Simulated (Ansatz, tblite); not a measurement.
# Sn20H30 bond disc (InSn₁₉H₃₀): one state, many levels

The task here is to estimate one member of a computed series from the others.

Method: as each input shows; program: Ansatz 0.2.0, Gaussian basis.

Levels to be run: GFN1-xTB, GFN2-xTB, PBE-D4/def2-SVP, r2SCAN-D4/def2-SVP, BHLYP-D4/def2-SVP, B2PLYP/def2-SVP, r2SCAN-D4/def2-mTZVP.

3 further runs of the same task are left out: 3 for a known fault of the program.

## The relaxed structure

The doublet was relaxed beforehand with PBE-D4/def2-SVP.

50 atoms, charge 0, spin multiplicity 2.

Bond lengths: Sn1–Sn11 2.818 Å, Sn1–Sn12 2.820 Å, Sn1–Sn13 2.828 Å, Sn1–H21 1.745 Å, Sn2–Sn11 2.813 Å, Sn2–Sn15 2.817 Å, Sn2–H22 1.736 Å, Sn2–H23 1.738 Å, Sn3–Sn13 2.827 Å, Sn3–Sn15 2.821 Å, Sn3–H24 1.739 Å, Sn3–H25 1.737 Å, Sn4–Sn14 2.838 Å, Sn4–Sn15 2.820 Å, Sn4–Sn16 2.819 Å, Sn4–H26 1.746 Å, Sn5–Sn12 2.815 Å, Sn5–Sn18 2.822 Å and more. Angles: Sn11–Sn1–Sn12 112.8°, Sn11–Sn1–Sn13 113.3°, Sn11–Sn1–H21 106.2°, Sn12–Sn1–Sn13 112.2°, Sn12–Sn1–H21 108.0°, Sn13–Sn1–H21 103.7°, Sn11–Sn2–Sn15 109.6°, Sn11–Sn2–H22 109.5°, Sn11–Sn2–H23 111.3°, Sn15–Sn2–H22 109.1°, Sn15–Sn2–H23 109.8°, H22–Sn2–H23 107.4°, Sn13–Sn3–Sn15 110.2°, Sn13–Sn3–H24 109.2°, Sn13–Sn3–H25 110.5°, Sn15–Sn3–H24 108.8°, Sn15–Sn3–H25 110.7°, H24–Sn3–H25 107.4° and more.

In, Sn take a core potential in the def2 sets. No spin-orbit coupling is included.

PBE0-D4/def2-SVP was run before; its log isn't repeated, and its numbers join the tables.

Set-up of the first run:

Tight binding, by tblite at 300 K electronic temperature and without a spin-polarisation term:

```python
tblite.interface.Calculator('GFN1-xTB', numbers, positions, charge=0, uhf=1).singlepoint()
```

Tight binding, by tblite at 300 K electronic temperature and without a spin-polarisation term:

```python
tblite.interface.Calculator('GFN2-xTB', numbers, positions, charge=0, uhf=1).singlepoint()
```

start.molden holds the orbitals of an earlier run on this state, given as this run's starting guess.

in.yaml reads:

```yaml
crystal:
  periodic: [false, false, false]
  atoms:
    - {symbol: Sn, position_ang: [-2.510453, -2.509711, -0.875935]}
    - {symbol: Sn, position_ang: [-5.737422, 0.868357, -0.876576]}
    - {symbol: Sn, position_ang: [-2.568571, 0.689371, 2.454104]}
    - {symbol: Sn, position_ang: [-2.325027, 3.974763, -0.853269]}
    - {symbol: Sn, position_ang: [0.820429, -5.770305, -0.825536]}
    - {symbol: Sn, position_ang: [0.745846, -2.748590, 2.432771]}
    - {symbol: In, position_ang: [4.220565, -2.402390, -0.803175]}
    - {symbol: Sn, position_ang: [0.797512, 0.728675, -0.455064]}
    - {symbol: Sn, position_ang: [0.904605, 4.301148, 2.460613]}
    - {symbol: Sn, position_ang: [4.303641, 0.883155, 2.569802]}
    - {symbol: Sn, position_ang: [-4.211677, -0.900501, -2.444129]}
    - {symbol: Sn, position_ang: [-0.979517, -4.305509, -2.419041]}
    - {symbol: Sn, position_ang: [-0.917329, -1.024736, 0.928188]}
    - {symbol: Sn, position_ang: [-0.522473, 2.378209, -2.355506]}
    - {symbol: Sn, position_ang: [-4.027794, 2.402585, 0.753376]}
    - {symbol: Sn, position_ang: [-0.768008, 5.732146, 0.707644]}
    - {symbol: Sn, position_ang: [2.413044, -0.610878, -2.383718]}
    - {symbol: Sn, position_ang: [2.511994, -4.081379, 0.674692]}
    - {symbol: Sn, position_ang: [5.798115, -0.693193, 0.773198]}
    - {symbol: Sn, position_ang: [2.472506, 2.413709, 1.071170]}
    - {symbol: H, position_ang: [-3.551702, -3.446069, 0.166069]}
    - {symbol: H, position_ang: [-6.821457, -0.038706, 0.131912]}
    - {symbol: H, position_ang: [-6.704733, 1.917556, -1.867788]}
    - {symbol: H, position_ang: [-3.687805, -0.267755, 3.378196]}
    - {symbol: H, position_ang: [-1.617068, 1.607133, 3.581027]}
    - {symbol: H, position_ang: [-3.293613, 4.879168, -1.990582]}
    - {symbol: H, position_ang: [-0.139728, -6.791220, 0.203220]}
    - {symbol: H, position_ang: [1.734637, -6.821649, -1.866430]}
    - {symbol: H, position_ang: [-0.305890, -3.836955, 3.291372]}
    - {symbol: H, position_ang: [1.554494, -1.776958, 3.626870]}
    - {symbol: H, position_ang: [4.817596, -3.007676, -2.351996]}
    - {symbol: H, position_ang: [-0.063851, 3.498914, 3.654805]}
    - {symbol: H, position_ang: [1.954047, 5.404888, 3.298469]}
    - {symbol: H, position_ang: [3.364825, -0.050690, 3.691676]}
    - {symbol: H, position_ang: [5.256735, 1.994536, 3.508226]}
    - {symbol: H, position_ang: [-5.261325, -1.918037, -3.384516]}
    - {symbol: H, position_ang: [-3.261711, 0.022709, -3.565056]}
    - {symbol: H, position_ang: [-2.087880, -5.344335, -3.266550]}
    - {symbol: H, position_ang: [-0.137484, -3.375471, -3.618800]}
    - {symbol: H, position_ang: [-1.315906, 1.447095, -3.586720]}
    - {symbol: H, position_ang: [0.658901, 3.388135, -3.133983]}
    - {symbol: H, position_ang: [-4.957009, 3.520941, 1.718553]}
    - {symbol: H, position_ang: [-1.824575, 6.794937, 1.588247]}
    - {symbol: H, position_ang: [0.206867, 6.715210, -0.340727]}
    - {symbol: H, position_ang: [1.427904, -1.491398, -3.523751]}
    - {symbol: H, position_ang: [3.293846, 0.558059, -3.336245]}
    - {symbol: H, position_ang: [3.398434, -5.148691, 1.740696]}
    - {symbol: H, position_ang: [6.924294, -1.570178, 1.772579]}
    - {symbol: H, position_ang: [6.752217, 0.460200, -0.114256]}
    - {symbol: H, position_ang: [3.332755, 3.315485, -0.151225]}
basis:
  gaussian: {orbitals: def2-SVP, fitting: {mean_field: def2-universal-jkfit}, initial_orbitals: start.molden}
magnetization: {spin_polarized: true, initial_magnetization: 1}
hamiltonian: {xc: pbe, dispersion: d4}
scf: {omitted_lower_state_checks: [starts]}
output: {forces: true, orbitals: {seedname: orbitals}}
```

On the command line:

```sh
$ ansatz run in.yaml --threads 4 --pin off --events-out ev --progress --plain --max-ram 46080MiB --backend cuda --devices 0, --max-vram 37GiB
```

Steps of the session up to this table: PBE-D4/def2-SVP; r2SCAN-D4/def2-SVP; BHLYP-D4/def2-SVP; B2PLYP/def2-SVP; r2SCAN-D4/def2-mTZVP.

One table of the session follows, with a row left open; its other results are not shown here.

It belongs to the step «Binding energy». 

```
               level  binding an atom (eV)
     PBE-D4/def2-SVP                 2.386
  r2SCAN-D4/def2-SVP                 2.389
r2SCAN-D4/def2-mTZVP                 2.363
    PBE0-D4/def2-SVP                     ?
   BHLYP-D4/def2-SVP                 2.369
```

**Question.** Estimate the row for PBE0-D4/def2-SVP.

**Answer.** binding an atom (eV): 2.381. In the column «binding an atom (eV)» it lies between BHLYP-D4/def2-SVP (2.369) and PBE-D4/def2-SVP (2.386).

To keep in mind: Free atoms were run apart at each level; binding is atoms less cluster, divided by the number of atoms, without zero-point or spin-orbit terms.
